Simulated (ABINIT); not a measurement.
# TaO (P6/mmm) in ABINIT: settings compared

One crystal, TaO, is run at these levels: BLYP, AM05; tasks: single point.

Everything below comes from runs of ABINIT 10.8.3 (patched build). Logs are shortened: lines on timing, memory, paths and dates and some standing lists are left out, and cuts for length are marked. The log counts tension as positive stress, the text compression.

### Step 1. The structure

The structure is hexagonal, space group P6/mmm (No. 191). The conventional cell has a = 3.066 Å, b = 3.066 Å, c = 3.855 Å, α = 90.00°, β = 90.00°, γ = 120.00°. Around Ta (site symmetry 6/mmm) lie 2 O at 1.93 Å. O (site symmetry 6/mmm) has 2 Ta at 1.93 Å as nearest neighbours.

The cell was built by a generator and needn't be a form met in nature.

### Step 2. Single point, BLYP

run.abi

```
# Pseudopotentials
pp_dirpath "./"
pseudos "Ta.GGA_PBE-JTH.xml, O.GGA_PBE-JTH.xml"

# Structure
acell 3*1.0
rprim
     5.7941081680     0.0000000000     0.0000000000
    -2.8970635326     5.0178464705     0.0000000000
     0.0000000000     0.0000000000     7.2849320050
ntypat 2
znucl 73 8
natom 2
typat 1 2
xcart
     0.0000000000     0.0000000000     3.6424660025
     0.0000000000     0.0000000000     0.0000000000

# Plane-wave basis
ecut 28.0
pawecutdg 50.0
pawxcdev 0
pawovlp 30

# k points
kptopt 1
ngkpt 10 10 7
nshiftk 1
shiftk 0.0 0.0 0.0

# Exchange and correlation
ixc -106131

# Bands and occupations
nband 14
occopt 3
tsmear 0.00183747

# SCF cycle
nstep 100
tolvrs 1.0e-9

# Output
iomode 3
prtwf 0
prteig 0
prtebands 0
enunit 2
prtden 1
prtvha 1
prtvclmb 1
prtpot 1
```

Potentials or basis: JTH PAW PBE v2.0.

On the command line:

```console
$ abinit run.abi > log 2>&1
```

run.abo:

```text
.Version 10.8.3 of ABINIT
 Symmetries : space group P6/m m m (#191); Bravais hP (primitive hexag.)
================================================================================
 Values of the parameters that define the memory need of the present run
     intxc =       0    ionmov =       0      iscf =      17    lmnmax =      18
     lnmax =       6     mgfft =      36  mpssoang =       3    mqgrid =    3001
     natom =       2  nloc_mem =       2    nspden =       1   nspinor =       1
    nsppol =       1      nsym =      24    n1xccc =       1    ntypat =       2
    occopt =       3   xclevel =       2
       mpw =        1511          nfft =       32400          nkpt =          56
 PAW method is used; the additional fine FFT grid is defined by:
   mgfftf=        48    nfftf =     76800
================================================================================
================================================================================

--------------------------------------------------------------------------------
------------- Echo of variables that govern the present computation ------------
--------------------------------------------------------------------------------
 -outvars: echo values of preprocessed input variables --------
            acell      5.7941112250E+00  5.7941112250E+00  7.2849320050E+00 Bohr
              amu      1.80947900E+02  1.59994000E+01
             ecut      2.80000000E+01 Hartree
           enunit           2
                       outvar_i_n : Printing only first  50 k-points.
              ixc     -106131
                       outvar_i_n : Printing only first  50 k-points.
         kptrlatt       10    0    0      0   10    0      0    0    7
          kptrlen      5.09945240E+01
            natom           2
            nband          14
            ngfft          30      30      36
          ngfftdg          40      40      48
             nkpt          56
            nstep         100
             nsym          24
           ntypat           2
                       prtocc : prtvol=0, do not print more k-points.
           occopt           3
        pawecutdg      5.00000000E+01 Hartree
          pawovlp      3.0000000000E+01
         pawxcdev           0
        prtebands           0
           prteig           0
           prtpot           1
         prtvclmb           1
           prtvha           1
            prtwf           0
            rprim      1.0000000000E+00  0.0000000000E+00  0.0000000000E+00
                      -5.0000000000E-01  8.6602540378E-01  0.0000000000E+00
                       0.0000000000E+00  0.0000000000E+00  1.0000000000E+00
          spgroup         191
           tolvrs      1.00000000E-09
           tsmear      1.83747000E-03 Hartree
            typat      1  2
           useylm           1
                       outvars : Printing only first  50 k-points.
           xangst      0.0000000000E+00  0.0000000000E+00  1.9275099987E+00
                       0.0000000000E+00  0.0000000000E+00  0.0000000000E+00
            xcart      0.0000000000E+00  0.0000000000E+00  3.6424660025E+00
                       0.0000000000E+00  0.0000000000E+00  0.0000000000E+00
             xred      0.0000000000E+00  0.0000000000E+00  5.0000000000E-01
                       0.0000000000E+00  0.0000000000E+00  0.0000000000E+00
            znucl       73.00000    8.00000

================================================================================

 chkinp: Checking input parameters for consistency.

================================================================================
== DATASET  1 ==================================================================

--- !DatasetInfo
iteration_state: {dtset: 1, }
dimensions: {natom: 2, nkpt: 56, mband: 14, nsppol: 1, nspinor: 1, nspden: 1, mpw: 1511, }
cutoff_energies: {ecut:  28.0, pawecutdg:  50.0, }
electrons: {nelect:   1.90000000E+01, charge:   0.00000000E+00, occopt:   3.00000000E+00, tsmear:   1.83747000E-03, }
meta: {optdriver: 0, ionmov: 0, optcell: 0, iscf: 17, paral_kgb: 0, }
...

 Real(R)+Recip(G) space primitive vectors, cartesian coordinates (Bohr,Bohr^-1):
 R(1)=  5.7941112  0.0000000  0.0000000  G(1)=  0.1725890  0.0996443  0.0000000
 R(2)= -2.8970556  5.0178475  0.0000000  G(2)=  0.0000000  0.1992886  0.0000000
 R(3)=  0.0000000  0.0000000  7.2849320  G(3)=  0.0000000  0.0000000  0.1372696
 Unit cell volume ucvol=  2.1180187E+02 bohr^3
 Angles (23,13,12)=  9.00000000E+01  9.00000000E+01  1.20000000E+02 degrees

 Coarse grid specifications (used for wave-functions):

 getcut: wavevector=  0.0000  0.0000  0.0000  ngfft=  30  30  36
         ecut(hartree)=     28.000   => boxcut(ratio)=   2.07459

 Fine grid specifications (used for densities):

 getcut: wavevector=  0.0000  0.0000  0.0000  ngfft=  40  40  48
         ecut(hartree)=     50.000   => boxcut(ratio)=   2.06998

--- Pseudopotential description ------------------------------------------------
- pspini: atom type   1  psp file is ./Ta.GGA_PBE-JTH.xml
 Pseudopotential format is: paw10
 basis_size (lnmax)=  6 (lmn_size= 18), orbitals=   0   0   1   1   2   2
 Spheres core radius: rc_sph= 2.41973345
 Shapefunction is SIN type: shapef(r)=[sin(pi*r/rshp)/(pi*r/rshp)]**2
 Radius for shape functions =  2.11065461
 Compensation charge density is not taken into account in XC energy/potential

- pspini: atom type   2  psp file is ./O.GGA_PBE-JTH.xml
 Pseudopotential format is: paw10
 basis_size (lnmax)=  4 (lmn_size=  8), orbitals=   0   0   1   1
 Spheres core radius: rc_sph= 1.41465230
 Shapefunction is SIN type: shapef(r)=[sin(pi*r/rshp)/(pi*r/rshp)]**2
 Radius for shape functions =  1.20231231
 Compensation charge density is not taken into account in XC energy/potential

   1.54851966E+03                                ecore*ucvol(ha*bohr**3)
--------------------------------------------------------------------------------

================================================================================

--- !BeginCycle
iteration_state: {dtset: 1, }
solver: {iscf: 17, nstep: 100, nline: 4, wfoptalg: 10, }
tolerances: {tolvrs: 1.00E-09, }
...

     iter   Etot(hartree)      deltaE(h)  residm     nres2
 ETOT  1  -73.038722619192    -7.304E+01 8.244E+00 4.115E+00
 ETOT  2  -75.162813929943    -2.124E+00 7.398E-02 2.862E+01
 ETOT  3  -75.154208686066     8.605E-03 3.164E-02 2.439E+01
 ETOT  4  -75.108203498009     4.601E-02 9.102E-03 6.546E+00
 ETOT  5  -75.095712295732     1.249E-02 6.654E-03 8.115E-01
 ETOT  6  -75.097076432074    -1.364E-03 2.313E-03 1.343E-01
 ETOT  7  -75.097000333712     7.610E-05 1.599E-03 6.931E-03
 ETOT  8  -75.097169944550    -1.696E-04 3.215E-04 1.109E-01
 ETOT  9  -75.096999107528     1.708E-04 2.904E-04 2.433E-04
 ETOT 10  -75.097014385019    -1.528E-05 6.253E-05 1.094E-04
 ETOT 11  -75.097014306251     7.877E-08 5.521E-05 2.351E-05
 ETOT 12  -75.097014276116     3.013E-08 1.369E-05 8.328E-07
 ETOT 13  -75.097014274595     1.521E-09 1.383E-05 1.955E-07
 ETOT 14  -75.097014273959     6.360E-10 7.156E-06 3.251E-08
 ETOT 15  -75.097014273988    -2.909E-11 7.208E-06 1.640E-09
 ETOT 16  -75.097014273986     2.075E-12 3.653E-06 6.740E-11

 At SCF step   16       nres2   =  6.74E-11 < tolvrs=  1.00E-09 =>converged.

 Cartesian components of stress tensor (hartree/bohr^3)
  sigma(1 1)= -1.29801726E-04  sigma(3 2)=  0.00000000E+00
  sigma(2 2)= -1.29801726E-04  sigma(3 1)=  0.00000000E+00
  sigma(3 3)= -2.05035487E-04  sigma(2 1)=  0.00000000E+00

--- !ResultsGS
iteration_state: {dtset: 1, }
comment   : Summary of ground state results
lattice_vectors:
- [  5.7941112,   0.0000000,   0.0000000, ]
- [ -2.8970556,   5.0178475,   0.0000000, ]
- [  0.0000000,   0.0000000,   7.2849320, ]
lattice_lengths: [   5.79411,    5.79411,    7.28493, ]
lattice_angles: [ 90.000,  90.000, 120.000, ] # degrees, (23, 13, 12)
lattice_volume:   2.1180187E+02
convergence: {deltae:  2.075E-12, res2:  6.740E-11, residm:  3.653E-06, diffor: null, }
etotal    :  -7.50970143E+01
entropy   :   0.00000000E+00
fermie    :   6.33303381E-02
cartesian_stress_tensor: # hartree/bohr^3
- [ -1.29801726E-04,   0.00000000E+00,   0.00000000E+00, ]
- [  0.00000000E+00,  -1.29801726E-04,   0.00000000E+00, ]
- [  0.00000000E+00,   0.00000000E+00,  -2.05035487E-04, ]
pressure_GPa:   4.5567E+00
xred      :
- [  0.0000E+00,   0.0000E+00,   5.0000E-01, Ta]
- [  0.0000E+00,   0.0000E+00,   0.0000E+00,  O]
cartesian_forces: # hartree/bohr
- [ -0.00000000E+00,  -0.00000000E+00,  -0.00000000E+00, ]
- [ -0.00000000E+00,  -0.00000000E+00,  -0.00000000E+00, ]
force_length_stats: {min:   0.00000000E+00, max:   0.00000000E+00, mean:   0.00000000E+00, }
...

 Integrated electronic density in atomic spheres:
 ------------------------------------------------
 Atom  Sphere_radius  Integrated_density
    1        2.41973         10.63807517
    2        1.41465          4.60685915

================================================================================

 ----iterations are completed or convergence reached----

 Mean square residual over all n,k,spin=   56.700E-10; max=  36.533E-07
 reduced coordinates (array xred) for    2 atoms
       0.000000000000      0.000000000000      0.500000000000
       0.000000000000      0.000000000000      0.000000000000
 rms dE/dt=  0.0000E+00; max dE/dt=  0.0000E+00; dE/dt below (all hartree)
    1       0.000000000000      0.000000000000      0.000000000000
    2       0.000000000000      0.000000000000      0.000000000000

 cartesian coordinates (angstrom) at end:
    1      0.00000000000000     0.00000000000000     1.92750999870430
    2      0.00000000000000     0.00000000000000     0.00000000000000

 cartesian forces (hartree/bohr) at end:
    1     -0.00000000000000    -0.00000000000000    -0.00000000000000
    2     -0.00000000000000    -0.00000000000000    -0.00000000000000
 frms,max,avg= 0.0000000E+00 0.0000000E+00   0.000E+00  0.000E+00  0.000E+00 h/b

 cartesian forces (eV/Angstrom) at end:
    1     -0.00000000000000    -0.00000000000000    -0.00000000000000
    2     -0.00000000000000    -0.00000000000000    -0.00000000000000
 frms,max,avg= 0.0000000E+00 0.0000000E+00   0.000E+00  0.000E+00  0.000E+00 e/A
 length scales=  5.794111225024  5.794111225024  7.284932005000 bohr
              =  3.066111615640  3.066111615640  3.855019997409 angstroms
 Fermi (or HOMO) energy (hartree) =   0.06333   Average Vxc (hartree)=  -0.38129
 Eigenvalues (hartree) for nkpt=  56  k points:
 kpt#   1, nband= 14, wtk=  0.00143, kpt=  0.0000  0.0000  0.0000 (reduced coord)
  -2.44696   -1.22449   -1.20119   -1.20119   -0.65116   -0.12894   -0.06584   -0.02583
  -0.02583    0.08173    0.08173    0.17550    0.17550    0.31311
      occupation numbers for kpt#   1
   2.00000    2.00000    2.00000    2.00000    2.00000    2.00000    2.00000    2.00000
   2.00000    0.00009    0.00009    0.00000    0.00000    0.00000
 prteigrs : prtvol=0 or 1, do not print more k-points.

 Fermi (or HOMO) energy (eV) =   1.72331   Average Vxc (eV)= -10.37544
 Eigenvalues (   eV  ) for nkpt=  56  k points:
 kpt#   1, nband= 14, wtk=  0.00143, kpt=  0.0000  0.0000  0.0000 (reduced coord)
 -66.58527  -33.32003  -32.68608  -32.68608  -17.71894   -3.50869   -1.79155   -0.70288
  -0.70288    2.22386    2.22386    4.77561    4.77561    8.52026
 prteigrs : prtvol=0 or 1, do not print more k-points.

--- !EnergyTerms
iteration_state     : {dtset: 1, }
comment             : Components of total free energy in Hartree
kinetic             :  1.35084872436762E+01
hartree             :  1.50847078723966E+01
xc                  : -1.09554849948827E+01
Ewald energy        : -5.61191594082034E+01
psp_core            :  7.31117088987075E+00
local_psp           : -2.88819049009732E+01
PAW spherical_terms : -1.50440333236759E+01
internal            : -7.50962166217916E+01
'-kT*entropy'       : -7.95328532514865E-04
total_energy        : -7.50970119503241E+01
total_energy_eV     : -2.04349379809932E+03
...

--- !EnergyTermsDC
iteration_state     : {dtset: 1, }
comment             : '"Double-counting" decomposition of free energy'
band_energy         : -1.40583281623480E+01
Ewald energy        : -5.61191594082034E+01
psp_core            :  7.31117088987075E+00
xc_dc               : -1.84071010073866E+01
PAW spherical_terms :  6.17719874261365E+00
internal            : -7.50962189454536E+01
'-kT*entropy'       : -7.95328532514865E-04
total_energy_dc     : -7.50970142739862E+01
total_energy_dc_eV  : -2.04349386132939E+03
...

--- !EnergyTermsWithPAWCore
iteration_state     : {dtset: 1, }
comment             : 'Components of total free energy, including PAW core contributions'
Total energy        : -1.56811514021634E+04
Total energy DC     : -1.56811514044871E+04
Total energy (eV)   : -4.26705867585976E+05
Total energy DC (eV): -4.26705867649206E+05
...

 Cartesian components of stress tensor (hartree/bohr^3)
  sigma(1 1)= -1.29801726E-04  sigma(3 2)=  0.00000000E+00
  sigma(2 2)= -1.29801726E-04  sigma(3 1)=  0.00000000E+00
  sigma(3 3)= -2.05035487E-04  sigma(2 1)=  0.00000000E+00

-Cartesian components of stress tensor (GPa)         [Pressure=  4.5567E+00 GPa]
- sigma(1 1)= -3.81889862E+00  sigma(3 2)=  0.00000000E+00
- sigma(2 2)= -3.81889862E+00  sigma(3 1)=  0.00000000E+00
- sigma(3 3)= -6.03235229E+00  sigma(2 1)=  0.00000000E+00

== END DATASET(S) ==============================================================
================================================================================

 -outvars: echo values of variables after computation  --------
            acell      5.7941112250E+00  5.7941112250E+00  7.2849320050E+00 Bohr
           etotal     -7.5097014274E+01
            fcart     -0.0000000000E+00 -0.0000000000E+00 -0.0000000000E+00
                      -0.0000000000E+00 -0.0000000000E+00 -0.0000000000E+00
            rprim      1.0000000000E+00  0.0000000000E+00  0.0000000000E+00
                      -5.0000000000E-01  8.6602540378E-01  0.0000000000E+00
                       0.0000000000E+00  0.0000000000E+00  1.0000000000E+00
           strten     -1.2980172569E-04 -1.2980172569E-04 -2.0503548674E-04
                       0.0000000000E+00  0.0000000000E+00  0.0000000000E+00
           xangst      0.0000000000E+00  0.0000000000E+00  1.9275099987E+00
                       0.0000000000E+00  0.0000000000E+00  0.0000000000E+00
             xred      0.0000000000E+00  0.0000000000E+00  5.0000000000E-01
                       0.0000000000E+00  0.0000000000E+00  0.0000000000E+00
 Calculation completed.
```

Run time: 42 s. Hardware: 1 thread of Arm Neoverse V2, shared host; peak memory 0.15 GiB.

What came out:

```
Free energy            : -2043.4939 eV
Pressure               : 4.6 GPa
Band gap on the k mesh : none (metal or under the smearing width)
```

Stress tensor (GPa, compression positive):
```
3.82 0.00 0.00
0.00 3.82 0.00
0.00 0.00 6.03
```

Levels at points of the mesh, in eV from the Fermi level:
| k point | band 6 | band 7 | band 8 | band 9 | band 10 | band 11 | band 12 | band 13 |
| --- | --- | --- | --- | --- | --- | --- | --- | --- |
| (0.00, 0.00, 0.00) | -5.23 | -3.51 | -2.43 | -2.43 | 0.50 | 0.50 | 3.05 | 3.05 |
| (0.50, 0.00, 0.00) | -4.83 | -3.12 | -3.01 | -2.86 | -0.58 | 2.28 | 3.90 | 4.90 |

Caveat: the PAW data sets were made with another functional, which shifts forces and pressure a little; an odd number of electrons without spin polarisation forces a metal; a magnetic or distorted state may lie lower; the atomic spheres overlap.

### Step 3. Single point, AM05

run.abi, as its differences from that of step 2:

```diff
@@ -31,3 +31,3 @@
 # Exchange and correlation
-ixc -106131
+ixc -120135
```

Potentials or basis: JTH PAW PBE v2.0.

On the command line:

```console
$ abinit run.abi > log 2>&1
```

Run time: 47 s. Hardware: 1 thread of Arm Neoverse V2, shared host; peak memory 0.15 GiB.

Results (log left out):

| Item | Value |
| --- | --- |
| Free energy | -2044.1338 eV |
| Pressure | -5.5 GPa |
| Band gap on the k mesh | none (metal or under the smearing width) |

Stress tensor (GPa, compression positive):
```
-4.57  0.00  0.00
 0.00 -4.57  0.00
 0.00  0.00 -7.38
```

Levels at points of the mesh, in eV from the Fermi level:
```tsv
k point	band 6	band 7	band 8	band 9	band 10	band 11	band 12	band 13
(0.00, 0.00, 0.00)	-5.25	-3.40	-2.30	-2.30	0.63	0.63	3.12	3.12
(0.50, 0.00, 0.00)	-4.81	-2.98	-2.96	-2.75	-0.64	2.32	3.81	5.08
```

Caveat: the PAW data sets were made with another functional, which shifts forces and pressure a little; an odd number of electrons without spin polarisation forces a metal; a magnetic or distorted state may lie lower; the atomic spheres overlap.
